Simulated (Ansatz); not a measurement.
Run this with Ansatz 0.2.0 through its Python package and show what comes out.

The script, `fdcheck.py`:
```python
'''Forces and pressure of Al3Pd against finite differences of the energy, distorted.'''

import ansatz as az
import numpy as np

VECTORS = np.array([
    [3.90228, 0.02682, -0.01402],
    [0.02682, 3.91783, 0.00674],
    [-0.01402, 0.00674, 3.94768],
])
SITES = [
    ('Al', [0.98338, 0.48109, 0.47302]),
    ('Al', [0.47068, 0.99645, 0.50862]),
    ('Al', [0.51713, 0.55608, 0.95281]),
    ('Pd', [0.01119, 0.99916, 0.03617]),
]


def build(cell):
    crystal = az.Crystal(lattice=az.Lattice.of(cell))
    for symbol, position in SITES:
        crystal = crystal.atom(symbol, position)
    return crystal

def solve(crystal):
    return (
        crystal.calculation()
        .functional(az.Functional.PBESOL)
        .occupations('methfessel_paxton', width=0.1)
        .basis(540, xc_grid=2)
        .kpoints(4, 4, 4)
        .scf(tolerance=1e-09)
        .forces()
        .stress()
        .run(threads=1)
    ).report


centre = solve(build(VECTORS))
start = build(VECTORS)
# central difference: F = -(E(+h) - E(-h)) / 2h
print(f'force on atom 2 along y: analytic {centre["forces_ev_ang"][2][1]:.4f} eV/A')
for h in (0.005, 0.02):
    shift = np.eye(3)[1] * h @ np.linalg.inv(VECTORS)
    plus, minus = (solve(start.move(2, to=np.array(SITES[2][1]) + sign * shift))['lagrangian_ev'] for sign in (1, -1))
    print(f'  step {h} A: numerical {-(plus - minus) / (2 * h):.4f} eV/A')
# P = -dF/dV; the difference feels the change of the plane-wave count with the cell
volume = abs(np.linalg.det(VECTORS))
larger, smaller = (solve(build(VECTORS * (1 + sign * 0.005) ** (1 / 3)))['lagrangian_ev'] for sign in (1, -1))
numerical = -(larger - smaller) / (0.01 * volume) * 160.21766
print(f'pressure: analytic {np.trace(centre["stress_gpa"]) / 3:.3f}, numerical {numerical:.3f} GPa')
```

Output of `python fdcheck.py`:
```text
DeckWarning: output.stress: scf.convergence.dr2_threshold = 1e-9 eV is looser than the 4e-10 eV advised for a printed stress (1e-10 eV for each atom of the cell: 4). What an SCF threshold leaves in a [...]
force on atom 2 along y: analytic -1.2966 eV/A
  step 0.005 A: numerical -1.2966 eV/A
  step 0.02 A: numerical -1.2969 eV/A
pressure: analytic 3.924, numerical 3.927 GPa
```
(Warnings from the package without file and line, shortened.)

What to keep in mind:
- For a metal this k-point mesh is coarse: on a finer one energies can move by several to tens of meV an atom and pressures by half a GPa or more, differences at one mesh by less.
- Pressure is positive in compression.
- The cell is a database structure, distorted on purpose.
- The central difference errs as the square of the step, so the shorter step is the fairer test; what remains comes from the finite grid and the SCF threshold.
- Finished in 33 s on 1 thread of Arm Neoverse V2, with other jobs on the host, peak memory 0.43 GiB.
